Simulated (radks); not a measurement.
# Excited configurations of W³⁺

One table from this session's results is given with a row withheld; the runs are named, their logs left out.

Method: Dirac Kohn-Sham, PBEsol, spin-unpolarised, spherical densities, point nucleus; open shells are shared between the two j in proportion to 2j + 1. Code: radks (a radial shooting solver on a logarithmic mesh, Libxc functionals) version 1.

## The system

```
element       : tungsten (Z = 74)
charge        : +3
electrons     : 71
configuration : [Xe] 4f14 5d3
```

The outer shells:

W³⁺
```
[Xe] core
4f [↑↓][↑↓][↑↓][↑↓][↑↓][↑↓][↑↓]
5d [↑ ][↑ ][↑ ][  ][  ]
```

The first run:

Input:

```text
Z 74
configuration [Xe] 4f14 5d3
relativity Dirac
functional pbe_sol,pbe_sol
spin unpolarised
j_filling average
nucleus point
c 137.035999084
```

Steps of the session up to this table: Ground configuration: [Xe] 4f14 5d3.

One table of the session follows, with a row left open; its other results are not shown here.

Sizes of the orbitals, from the radial functions (bohr):

| level | <r> | outermost maximum (interpolated) | 90 % within | nodes |
| --- | --- | --- | --- | --- |
| 4d5/2 | 0.5163 | 0.457 | 0.774 | 1 |
| 5s1/2 | 1.064 | 0.963 | 1.53 | 4 |
| 5p1/2 | 1.168 | 1.03 | 1.70 | 3 |
| 5p3/2 | 1.266 | 1.11 | 1.84 | 3 |
| 4f5/2 | 0.6017 | 0.426 | 0.997 | 0 |
| 4f7/2 | 0.6112 | 0.431 | 1.01 | 0 |
| 5d3/2 | 1.726 | 1.41 | 2.62 | 2 |
| 5d5/2 | ? | ? | ? | ? |

Estimate the missing values for 5d5/2.

The run gave: <r>: 1.771; outermost maximum (interpolated): 1.45; 90 % within: 2.69; nodes: 2. In the column «<r>» it is the highest.

Limits of these values: Spin polarisation and multiplet splitting are left out, so open shells lie too high by an amount that depends on their filling.
